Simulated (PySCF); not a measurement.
# Er2O3: how settings move a single point

Aim: repeat the single point on relaxed Er2O3 with altered settings, some of them bad on purpose. It is a constructed species; whether it can be made isn't addressed.

The runs use PySCF 2.14.0; TPSS, Er lcecp-1-SVP with ECP57, O def2-SVP; scalar-relativistic core potentials, no spin–orbit coupling.

3 further runs of the same task are left out: 2 for a known fault of the program, 1 that didn't finish.

**1. Starting geometry**

5 atoms, charge 0, spin multiplicity 1.

Bond lengths: Er1–Er2 2.742 Å, Er1–O3 2.066 Å, Er1–O4 2.066 Å, Er1–O5 2.066 Å, Er2–O3 2.066 Å, Er2–O4 2.066 Å, Er2–O5 2.066 Å. Angles: Er2–Er1–O3 48.4°, Er2–Er1–O4 48.4°, Er2–Er1–O5 48.4°, O3–Er1–O4 80.8°, O3–Er1–O5 80.8°, O4–Er1–O5 80.8°, Er1–Er2–O3 48.4°, Er1–Er2–O4 48.4°, Er1–Er2–O5 48.4°, O3–Er2–O4 80.8°, O3–Er2–O5 80.8°, O4–Er2–O5 80.8°, Er1–O3–Er2 83.1°, Er1–O4–Er2 83.1°, Er1–O5–Er2 83.1°.

As a file:

```mol
Er2O3
  3D, bonds by distance, orders not assigned

  5  7  0  0  0  0  0  0  0  0999 V2000
    0.0000   -0.0000    1.3709 Er  0  0
   -0.0000    0.0000   -1.3709 Er  0  0
    1.5461   -0.0000   -0.0000 O   0  0
   -0.7730    1.3389    0.0000 O   0  0
   -0.7730   -1.3389   -0.0000 O   0  0
  1  2  8  0
  1  3  8  0
  1  4  8  0
  1  5  8  0
  2  3  8  0
  2  4  8  0
  2  5  8  0
M  END
```

Formal oxidation states: Er +3. Each metal's 11 4f electrons lie in its core potential, so multiplicities, spins and levels count the valence alone. An earlier session relaxed this geometry at TPSS, Er lcecp-1-SVP with ECP57, O def2-SVP (singlet, point group D3h).

The sound run used a (50, 194) grid (finer on f atoms), a threshold of 1e-8 and at most 55 cycles, and ended at -302.259968 Eh.

**2. Try 1**

Input file run.py (the lines that set the calculation):

```python
mol = gto.M(atom='''
Er     0.00000     0.00000     1.37088
Er     0.00000     0.00000    -1.37088
O      1.54606    -0.00001     0.00000
O     -0.77302     1.33893     0.00000
O     -0.77304    -1.33893     0.00000''',
    basis={'Er': 'lcecp-1-SVP', 'O': 'def2-SVP'},
    ecp={'Er': 'lcecp-1-SVP'},
    charge=0, spin=0)
mf = dft.RKS(mol, xc='TPSS')
mf.grids.atom_grid = (50, 194)  # f atoms: unpruned, at least (60, 302)
mf = mf.density_fit()  # fitting sets: Er AutoAux, O def2-universal-JKFIT
mf.conv_tol = 1e-06; mf.max_cycle = 55
mf.kernel(dm0)  # dm0: free metal ions and neutral atoms
```

Started as:

```console
$ OMP_NUM_THREADS=2 python run.py
```

Log:

```text
init E= -311.809222352442
  HOMO = -0.0829093019705606  LUMO = -0.070461580043912  gap/eV = 0.33872
cycle= 1 E= -299.62213712103  delta_E= 12.2  |g|= 3.26  |ddm|= 4.22
  HOMO = -0.91037345818955  LUMO = -0.187521276458028  gap/eV = 19.66981
cycle= 2 E= -295.461863094544  delta_E= 4.16  |g|= 5.35  |ddm|= 6.19
  HOMO = -0.318934141334691  LUMO = -0.0947520802410406  gap/eV = 6.10030
cycle= 3 E= -301.979106240812  delta_E= -6.52  |g|= 1.03  |ddm|= 3.81
  HOMO = -0.163080153764536  LUMO = -0.076708778137287  gap/eV = 2.35028
cycle= 4 E= -302.257848427568  delta_E= -0.279  |g|= 0.0989  |ddm|= 1.18
  HOMO = -0.146166060218174  LUMO = -0.0654440371119432  gap/eV = 2.19656
cycle= 5 E= -302.258533083584  delta_E= -0.000685  |g|= 0.0758  |ddm|= 0.219
  HOMO = -0.147507441385763  LUMO = -0.0675270199700079  gap/eV = 2.17638
cycle= 6 E= -302.25972752888  delta_E= -0.00119  |g|= 0.0319  |ddm|= 0.113
  HOMO = -0.146185246171967  LUMO = -0.0675230032675944  gap/eV = 2.14051
cycle= 7 E= -302.259848232497  delta_E= -0.000121  |g|= 0.0232  |ddm|= 0.0294
  HOMO = -0.145419592611013  LUMO = -0.0674592889563303  gap/eV = 2.12141
cycle= 8 E= -302.259953545217  delta_E= -0.000105  |g|= 0.00808  |ddm|= 0.0168
  HOMO = -0.144796019090233  LUMO = -0.0673670577036242  gap/eV = 2.10695
cycle= 9 E= -302.259968211178  delta_E= -1.47e-05  |g|= 0.000261  |ddm|= 0.00655
  HOMO = -0.144762946916902  LUMO = -0.0673633282608666  gap/eV = 2.10615
cycle= 10 E= -302.259968224241  delta_E= -1.31e-08  |g|= 0.00014  |ddm|= 0.000512
  HOMO = -0.144797327843573  LUMO = -0.0673603631080107  gap/eV = 2.10717
Extra cycle  E= -302.259968179389  delta_E= 4.49e-08  |g|= 0.000477  |ddm|= 0.000531
converged SCF energy = -302.259968179389
```

Wall time 10 s (2 threads of Arm Neoverse V1, shared host).

Changed: the SCF threshold (1e-06). It converges in 10 cycles, at the sound run's energy within 0.001 eV, with a largest force component of 0.01 eV/Å. The result survives the change.

**3. Try 2**

run.py (the lines that set the calculation), as its differences from that of step 2:

```diff
@@ -10,5 +10,5 @@
 mf = dft.RKS(mol, xc='TPSS')
-mf.grids.atom_grid = (50, 194)  # f atoms: unpruned, at least (60, 302)
+mf.grids.atom_grid = (99, 590)  # f atoms: unpruned, at least (60, 302)
 mf = mf.density_fit()  # fitting sets: Er AutoAux, O def2-universal-JKFIT
-mf.conv_tol = 1e-06; mf.max_cycle = 55
+mf.conv_tol = 1e-08; mf.max_cycle = 55
 mf.kernel(dm0)  # dm0: free metal ions and neutral atoms
```

Started as:

```console
$ OMP_NUM_THREADS=2 python run.py
```

Log:

```text
init E= -311.809089342268
  HOMO = -0.0829050232143721  LUMO = -0.0704750238602131  gap/eV = 0.33824
cycle= 1 E= -299.621872641  delta_E= 12.2  |g|= 3.26  |ddm|= 4.22
  HOMO = -0.910349963019963  LUMO = -0.187496219526491  gap/eV = 19.66985
cycle= 2 E= -295.461053118485  delta_E= 4.16  |g|= 5.35  |ddm|= 6.19
  HOMO = -0.318964819314848  LUMO = -0.0947443708497381  gap/eV = 6.10135
cycle= 3 E= -301.97898023082  delta_E= -6.52  |g|= 1.03  |ddm|= 3.81
  HOMO = -0.163085091985572  LUMO = -0.0767040504276905  gap/eV = 2.35055
cycle= 4 E= -302.257719302903  delta_E= -0.279  |g|= 0.099  |ddm|= 1.18
  HOMO = -0.14617524837691  LUMO = -0.065438023029362  gap/eV = 2.19697
cycle= 5 E= -302.258417464888  delta_E= -0.000698  |g|= 0.0755  |ddm|= 0.219
  HOMO = -0.147528402195281  LUMO = -0.0675367804330274  gap/eV = 2.17668
cycle= 6 E= -302.25966049709  delta_E= -0.00124  |g|= 0.0273  |ddm|= 0.113
  HOMO = -0.145691489744696  LUMO = -0.0674847009314088  gap/eV = 2.12812
cycle= 7 E= -302.259816897126  delta_E= -0.000156  |g|= 0.0105  |ddm|= 0.0218
  HOMO = -0.144824871452286  LUMO = -0.0673631955493884  gap/eV = 2.10784
cycle= 8 E= -302.259840871973  delta_E= -2.4e-05  |g|= 0.00225  |ddm|= 0.00859
  HOMO = -0.14478940766158  LUMO = -0.0673588926316483  gap/eV = 2.10699
cycle= 9 E= -302.259841603153  delta_E= -7.31e-07  |g|= 0.00131  |ddm|= 0.00252
  HOMO = -0.144762270697733  LUMO = -0.0673557854857434  gap/eV = 2.10634
cycle= 10 E= -302.259841970593  delta_E= -3.67e-07  |g|= 0.00014  |ddm|= 0.00102
  HOMO = -0.144767161474469  LUMO = -0.0673539480793275  gap/eV = 2.10652
cycle= 11 E= -302.259841974959  delta_E= -4.37e-09  |g|= 1.69e-05  |ddm|= 0.000138
  HOMO = -0.144772948886445  LUMO = -0.0673541235037562  gap/eV = 2.10667
Extra cycle  E= -302.259841974271  delta_E= 6.89e-10  |g|= 5.9e-05  |ddm|= 6.1e-05
converged SCF energy = -302.259841974271
```

Wall time 21 s (2 threads of Arm Neoverse V1, shared host).

Changed: the integration grid, to (99, 590). It converges in 11 cycles, +0.003 eV from the sound run, with a largest force component of 0.01 eV/Å. The result survives the change.

**4. Try 3**

Input file run.py (the lines that set the calculation):

```python
mol = gto.M(atom='''
Er     0.00000     0.00000     1.28863
Er     0.00000     0.00000    -1.28863
O      1.45330    -0.00001     0.00000
O     -0.72664     1.25860     0.00000
O     -0.72666    -1.25859     0.00000''',
    basis={'Er': 'lcecp-1-SVP', 'O': 'def2-SVP'},
    ecp={'Er': 'lcecp-1-SVP'},
    charge=0, spin=0)
mf = dft.RKS(mol, xc='TPSS')
mf.grids.atom_grid = (50, 194)  # f atoms: unpruned, at least (60, 302)
mf = mf.density_fit()  # fitting sets: Er AutoAux, O def2-universal-JKFIT
mf.conv_tol = 1e-08; mf.max_cycle = 55
mf.kernel(dm0)  # dm0: free metal ions and neutral atoms
```

Started as:

```console
$ OMP_NUM_THREADS=2 python run.py
```

Log:

```text
init E= -312.1419109219
  HOMO = -0.092834593867607  LUMO = -0.0764666999094572  gap/eV = 0.44539
cycle= 1 E= -301.363422076796  delta_E= 10.8  |g|= 2.12  |ddm|= 3.91
  HOMO = -0.570318777013799  LUMO = -0.0614900704773605  gap/eV = 13.84593
cycle= 2 E= -298.994555613228  delta_E= 2.37  |g|= 3.87  |ddm|= 4.34
  HOMO = -0.166884911030724  LUMO = -0.053438277563952  gap/eV = 3.08704
cycle= 3 E= -302.218340995128  delta_E= -3.22  |g|= 0.114  |ddm|= 3.06
  HOMO = -0.154486508610344  LUMO = -0.0577479839759284  gap/eV = 2.63239
cycle= 4 E= -302.219408947728  delta_E= -0.00107  |g|= 0.111  |ddm|= 0.395
  HOMO = -0.152636490147966  LUMO = -0.0555543663641162  gap/eV = 2.64174
cycle= 5 E= -302.221988525459  delta_E= -0.00258  |g|= 0.0304  |ddm|= 0.155
  HOMO = -0.15517792316075  LUMO = -0.0556438840568685  gap/eV = 2.70846
cycle= 6 E= -302.222196496709  delta_E= -0.000208  |g|= 0.0053  |ddm|= 0.0262
  HOMO = -0.155724058274146  LUMO = -0.0558049977766089  gap/eV = 2.71894
cycle= 7 E= -302.222202211167  delta_E= -5.71e-06  |g|= 0.000551  |ddm|= 0.00446
  HOMO = -0.155688114390742  LUMO = -0.0557775486240203  gap/eV = 2.71870
cycle= 8 E= -302.222202145557  delta_E= 6.56e-08  |g|= 0.000832  |ddm|= 0.00143
  HOMO = -0.155685435579137  LUMO = -0.0557758457724157  gap/eV = 2.71868
cycle= 9 E= -302.222202288639  delta_E= -1.43e-07  |g|= 2.31e-05  |ddm|= 0.000592
  HOMO = -0.155686414081892  LUMO = -0.0557768287046751  gap/eV = 2.71868
cycle= 10 E= -302.222202288759  delta_E= -1.2e-10  |g|= 6.57e-06  |ddm|= 4.42e-05
  HOMO = -0.155688401495933  LUMO = -0.0557769614034597  gap/eV = 2.71873
Extra cycle  E= -302.222202288683  delta_E= 7.61e-11  |g|= 2.02e-05  |ddm|= 2.21e-05
converged SCF energy = -302.222202288683
```

Wall time 11 s (2 threads of Arm Neoverse V1, shared host).

Changed: the scale of all coordinates (0.94). It converges in 10 cycles, +1.028 eV from the sound run, with a largest force component of 7.09 eV/Å. The setting is unsound, so these numbers aren't the compound's.

**5. Try 4**

Input file run.py (the lines that set the calculation):

```python
mol = gto.M(atom='''
Er     0.00000     0.00000     1.37088
Er     0.00000     0.00000    -1.37088
O      1.54606    -0.00001     0.00000
O     -0.77302     1.33893     0.00000
O     -0.77304    -1.33893     0.00000''',
    basis={'Er': 'lcecp-1-SVP', 'O': 'def2-SVP'},
    ecp={'Er': 'lcecp-1-SVP'},
    charge=0, spin=0)
mf = dft.RKS(mol, xc='TPSS')
mf.grids.atom_grid = (50, 194)  # f atoms: unpruned, at least (60, 302)
mf = mf.density_fit()  # fitting sets: Er AutoAux, O def2-universal-JKFIT
mf.conv_tol = 1e-08; mf.max_cycle = 99
mf.kernel(dm0)  # dm0: core Hamiltonian
```

Started as:

```console
$ OMP_NUM_THREADS=2 python run.py
```

Log:

```text
init E= -267.767313994684
  HOMO = -0.00450567776194805  LUMO = 0.114814734194834  gap/eV = 3.24687
cycle= 1 E= -233.578036619604  delta_E= 34.2  |g|= 9.55  |ddm|= 83.1
  HOMO = -2.38045135332484  LUMO = -2.25897882947751  gap/eV = 3.30544
cycle= 2 E= -256.471956963316  delta_E= -22.9  |g|= 9.96  |ddm|= 85.8
  HOMO = -1.23283643665543  LUMO = -0.646123226916932  gap/eV = 15.96528
cycle= 3 E= -298.108255657708  delta_E= -41.6  |g|= 4.16  |ddm|= 18.9
  HOMO = -0.498413610555225  LUMO = -0.183712256511019  gap/eV = 8.56346
cycle= 4 E= -301.271431790977  delta_E= -3.16  |g|= 2.02  |ddm|= 3.28
  HOMO = -0.233890034919558  LUMO = -0.0664347353793775  gap/eV = 4.55669
cycle= 5 E= -302.049270191064  delta_E= -0.778  |g|= 0.996  |ddm|= 1.95
  HOMO = -0.0751422756240766  LUMO = -0.0653463749800074  gap/eV = 0.26656
cycle= 6 E= -301.867055918632  delta_E= 0.182  |g|= 1.34  |ddm|= 1.75
  HOMO = -0.159579330384805  LUMO = -0.0651878650418339  gap/eV = 2.56852
cycle= 7 E= -302.244296783854  delta_E= -0.377  |g|= 0.262  |ddm|=  1.3
  HOMO = -0.149789063486754  LUMO = -0.0684536157787535  gap/eV = 2.21325
cycle= 8 E= -302.257821003417  delta_E= -0.0135  |g|= 0.0995  |ddm|= 0.274
  HOMO = -0.147521325060417  LUMO = -0.0682477162441623  gap/eV = 2.15714
cycle= 9 E= -302.259734982826  delta_E= -0.00191  |g|= 0.0322  |ddm|= 0.0862
  HOMO = -0.144661085378345  LUMO = -0.0673443969398034  gap/eV = 2.10389
cycle= 10 E= -302.259967737227  delta_E= -0.000233  |g|= 0.00157  |ddm|= 0.0335
  HOMO = -0.144802313976122  LUMO = -0.0673785728402238  gap/eV = 2.10681
cycle= 11 E= -302.259968206229  delta_E= -4.69e-07  |g|= 0.00034  |ddm|= 0.00351
  HOMO = -0.14476924922139  LUMO = -0.0673622359608263  gap/eV = 2.10635
cycle= 12 E= -302.259968228585  delta_E= -2.24e-08  |g|= 1.78e-05  |ddm|= 0.000392
  HOMO = -0.14476966739614  LUMO = -0.0673617419913152  gap/eV = 2.10638
cycle= 13 E= -302.25996822863  delta_E= -4.46e-11  |g|= 1.09e-05  |ddm|= 2.48e-05
  HOMO = -0.144769778812112  LUMO = -0.067361613317898  gap/eV = 2.10638
Extra cycle  E= -302.259968228415  delta_E= 2.15e-10  |g|= 3.33e-05  |ddm|= 3.36e-05
converged SCF energy = -302.259968228415
```

Run time: 12 s. Hardware: 2 threads of Arm Neoverse V1, shared host.

Changed: the starting guess (bare core Hamiltonian); the cycle limit is 99. It converges in 13 cycles, at the sound run's energy within 0.001 eV, with a largest force component of 0.01 eV/Å. The result survives the change.

**6. Results**

| run | changed | ending | energy change (eV) | cycles | time | usable |
| --- | --- | --- | --- | --- | --- | --- |
| 1 | the SCF threshold | converged | 0.000 | 10 | 10 s | yes |
| 2 | the integration grid | converged | +0.003 | 11 | 21 s | yes |
| 3 | the scale of all coordinates | converged | +1.028 | 10 | 11 s | no |
| 4 | the starting guess | converged | 0.000 | 13 | 12 s | yes |

3 of 4 altered runs give a usable result. 1 ended normally with numbers unfit to quote.
